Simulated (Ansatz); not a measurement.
# CH₈BGaSi: small, medium and large basis sets

The task here is to estimate one member of a computed series from the others.

Computed with Ansatz 0.2.0, Gaussian basis. Level: one geometry, several basis sets.

Plan: PBE0-D4/def2-SVP; ωB97M-V/def2-SVP; PBE0-D4/def2-QZVPP; ωB97M-V/def2-QZVPP; the functionals' def2-TZVPP values are taken from earlier runs.

### Structure used throughout

All runs share one geometry, relaxed beforehand with PBE0-D4 in a triple-zeta def2 set.

12 atoms, charge 0, spin multiplicity 1.

Atoms are counted from 1 here; the program's logs count them from 0.

Bond lengths: B1–Ga2 2.059 Å, B1–H5 1.199 Å, B1–H6 1.199 Å, Ga2–Si3 2.424 Å, Ga2–H7 1.581 Å, Si3–C4 1.881 Å, Si3–H8 1.493 Å, Si3–H9 1.496 Å, C4–H10 1.092 Å, C4–H11 1.092 Å, C4–H12 1.092 Å. Angles: Ga2–B1–H5 122.2°, Ga2–B1–H6 121.9°, H5–B1–H6 115.8°, B1–Ga2–Si3 123.0°, B1–Ga2–H7 121.1°, Si3–Ga2–H7 115.9°, Ga2–Si3–C4 114.2°, Ga2–Si3–H8 110.6°, Ga2–Si3–H9 107.0°, C4–Si3–H8 109.5°, C4–Si3–H9 109.3°, H8–Si3–H9 105.9°, Si3–C4–H10 110.9°, Si3–C4–H11 110.6°, Si3–C4–H12 110.8°, H10–C4–H11 108.4°, H10–C4–H12 108.2°, H11–C4–H12 107.8°.

The first run:

The input, in.yaml:

```yaml
crystal:
  periodic: [false, false, false]
  atoms:
    - {symbol: B, position_ang: [-0.833904, 2.959587, 0.527461]}
    - {symbol: Ga, position_ang: [0.382938, 1.352087, 0.107117]}
    - {symbol: Si, position_ang: [-0.472409, -0.877797, -0.308235]}
    - {symbol: C, position_ang: [0.818486, -2.237795, -0.163211]}
    - {symbol: H, position_ang: [-1.314897, 3.639802, -0.334684]}
    - {symbol: H, position_ang: [-1.136506, 3.249316, 1.650945]}
    - {symbol: H, position_ang: [1.951981, 1.520019, 0.009873]}
    - {symbol: H, position_ang: [-1.617239, -1.179055, 0.602119]}
    - {symbol: H, position_ang: [-1.037725, -0.877537, -1.693170]}
    - {symbol: H, position_ang: [0.386980, -3.212578, -0.401846]}
    - {symbol: H, position_ang: [1.649756, -2.052776, -0.846849]}
    - {symbol: H, position_ang: [1.222540, -2.283273, 0.850489]}
basis:
  gaussian: {orbitals: def2-SVP}
hamiltonian: {xc: pbe0, dispersion: d4}
output: {orbitals: {seedname: orbitals}}
```

The run is started by

```console
> ansatz run in.yaml --threads 4 --pin off --events-out ev --progress --plain --max-ram 10444MiB
```

Steps of the session up to this table: PBE0-D4 in def2-SVP; ωB97M-V in def2-SVP; PBE0-D4 in def2-QZVPP; ωB97M-V in def2-QZVPP.

One table of the session follows, with a row left open; its other results are not shown here.

It belongs to the step «Density functionals: the series». 

```
functional       basis  HOMO (eV)  LUMO (eV)
   PBE0-D4    def2-SVP      -6.95      -2.09
   PBE0-D4  def2-TZVPP      -6.95      -2.14
   PBE0-D4  def2-QZVPP      -6.95      -2.15
   ωB97M-V    def2-SVP          ?          ?
   ωB97M-V  def2-TZVPP      -8.94      -0.25
   ωB97M-V  def2-QZVPP      -8.94      -0.31
```

**Question.** Estimate the row for ωB97M-V, def2-SVP.

**Answer.** HOMO (eV): -8.91; LUMO (eV): -0.09. In the column «HOMO (eV)» it lies between ωB97M-V, def2-QZVPP (-8.94) and PBE0-D4, def2-SVP (-6.95).
